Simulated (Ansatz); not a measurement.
# ZrPb2O3: the cost of one run

Method: DFT PBE, scalar-relativistic, plane waves, PAW, in Ansatz 0.2.0.

## (1) Starting point

It takes space group P4/mmm (No. 123, tetragonal). Conventional cell: a = 4.495 Å, b = 4.495 Å, c = 6.300 Å, α = 90.00°, β = 90.00°, γ = 90.00°. Around Zr (site symmetry 4/mmm) lie 10 O at 3.15 to 3.59 Å and 4 Pb at 3.18 Å. Around Pb (site symmetry 4/mmm) lie 2 O at 1.48 Å. Around Pb (site symmetry 4/mmm) lie 2 O at 1.67 Å. O (site symmetry 4mm) is surrounded by 2 Pb at 1.48 to 1.67 Å. Around O (site symmetry 4/mmm) lie 2 Zr at 3.15 Å and 4 Pb at 3.18 Å.

As a file:

```xyz
6
Lattice="4.4946 0.0000 0.0000 0.0000 4.4946 0.0000 0.0000 0.0000 6.3003" Properties=species:S:1:pos:R:3 pbc="T T T"
Zr    2.2473    2.2473    3.1501
Pb    0.0000    0.0000    0.0000
Pb    0.0000    0.0000    3.1501
O     0.0000    0.0000    4.8190
O     0.0000    0.0000    1.4812
O     2.2473    2.2473    0.0000
```

Recipe of the guess: random cell by space group and Wyckoff sites (P4/mmm, No. 123). Lengths come from tabulated atomic sizes and are only a guess.

## (2) Probe: one point on a coarse mesh

input.yaml reads:

```yaml
crystal:
  lattice:
    - [4.4945656, 0.0, 0.0]
    - [0.0, 4.4945656, 0.0]
    - [0.0, 0.0, 6.30025332]
  atoms:
    - { symbol: Zr, position: [0.5, 0.5, 0.5] }
    - { symbol: Pb, position: [0.0, 0.0, 0.0] }
    - { symbol: Pb, position: [0.0, 0.0, 0.5] }
    - { symbol: O, position: [0.0, 0.0, 0.76489196] }
    - { symbol: O, position: [0.0, 0.0, 0.23510804] }
    - { symbol: O, position: [0.5, 0.5, 0.0] }
basis:
  ecutwfc: 420
kpoints:
  mp_grid: { grid: [4, 4, 4] }
hamiltonian:
  xc: pbe
scf:
  occupations: { method: gaussian, width: 0.1 }
  lower_state_search: "off"
output:
  forces: true
  stress: true
  eigenvalues: true
```

Command:

```sh
> ansatz run input.yaml --threads 1 --pin off --max-ram 2560MiB --backend cpu --events-out ev --progress --plain --runs-dir out
```

What time and memory should one allow on 1 thread of Intel Xeon at 2.50GHz (Skylake/Cascade Lake), shared host?

About 13 s, with a peak of 0.43 GiB.
